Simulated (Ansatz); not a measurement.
# BH₅O₂SSi: basis-set convergence

One table from this session's results is given with a row withheld; the runs are named, their logs left out.

Computed with Ansatz 0.2.0, Gaussian basis. Level: one geometry, several basis sets.

Levels to be run: PBE0-D4/def2-SVP; ωB97M-V/def2-SVP; PBE0-D4/def2-QZVPP; ωB97M-V/def2-QZVPP; the functionals' def2-TZVPP values are taken from earlier runs.

### Structure used throughout

An earlier PBE0-D4 in a triple-zeta def2 set relaxation fixed the geometry.

10 atoms, charge 0, spin multiplicity 1.

Atoms are counted from 1 here; the program's logs count them from 0.

Bond lengths: O1–B2 1.354 Å, O1–H6 0.960 Å, B2–O3 1.355 Å, B2–S4 1.856 Å, O3–H7 0.959 Å, S4–Si5 2.129 Å, Si5–H8 1.481 Å, Si5–H9 1.492 Å, Si5–H10 1.483 Å. Angles: B2–O1–H6 114.7°, O1–B2–O3 116.9°, O1–B2–S4 125.0°, O3–B2–S4 118.1°, B2–O3–H7 113.9°, B2–S4–Si5 102.2°, S4–Si5–H8 107.3°, S4–Si5–H9 110.0°, S4–Si5–H10 112.1°, H8–Si5–H9 109.1°, H8–Si5–H10 110.2°, H9–Si5–H10 108.1°.

Set-up of the first run:

in.yaml

```yaml
crystal:
  periodic: [false, false, false]
  atoms:
    - {symbol: O, position_ang: [-1.302318, -0.855537, -0.852647]}
    - {symbol: B, position_ang: [-0.131010, -0.356641, -1.313202]}
    - {symbol: O, position_ang: [0.240833, -0.722150, -2.564407]}
    - {symbol: S, position_ang: [0.971818, 0.806037, -0.376864]}
    - {symbol: Si, position_ang: [0.320757, 0.526723, 1.631256]}
    - {symbol: H, position_ang: [-1.589778, -0.493062, -0.011282]}
    - {symbol: H, position_ang: [1.103826, -0.395502, -2.824399]}
    - {symbol: H, position_ang: [0.802631, 1.687258, 2.414963]}
    - {symbol: H, position_ang: [-1.170151, 0.487238, 1.684172]}
    - {symbol: H, position_ang: [0.836491, -0.735461, 2.215310]}
basis:
  gaussian: {orbitals: def2-SVP}
hamiltonian: {xc: pbe0, dispersion: d4}
output: {orbitals: {seedname: orbitals}}
```

Launch:

```console
$ ansatz run in.yaml --threads 4 --pin off --events-out ev --progress --plain --max-ram 10444MiB
```

Among the steps run: PBE0-D4 in def2-SVP; ωB97M-V in def2-SVP; PBE0-D4 in def2-QZVPP; ωB97M-V in def2-QZVPP.

One of the session's tables, all rows but one given; the rest of the session is left out.

It belongs to the step «Functionals by basis». 

```
functional       basis  HOMO (eV)  LUMO (eV)
   PBE0-D4    def2-SVP      -7.65       0.16
   PBE0-D4  def2-TZVPP      -7.76      -0.22
   PBE0-D4  def2-QZVPP          ?          ?
   ωB97M-V    def2-SVP      -9.77       2.08
   ωB97M-V  def2-TZVPP      -9.92       1.47
   ωB97M-V  def2-QZVPP      -9.95       1.03
```

**Question.** Estimate the row for PBE0-D4, def2-QZVPP.

**Answer.** HOMO (eV): -7.78; LUMO (eV): -0.39. In the column «HOMO (eV)» it lies between ωB97M-V, def2-SVP (-9.77) and PBE0-D4, def2-TZVPP (-7.76).
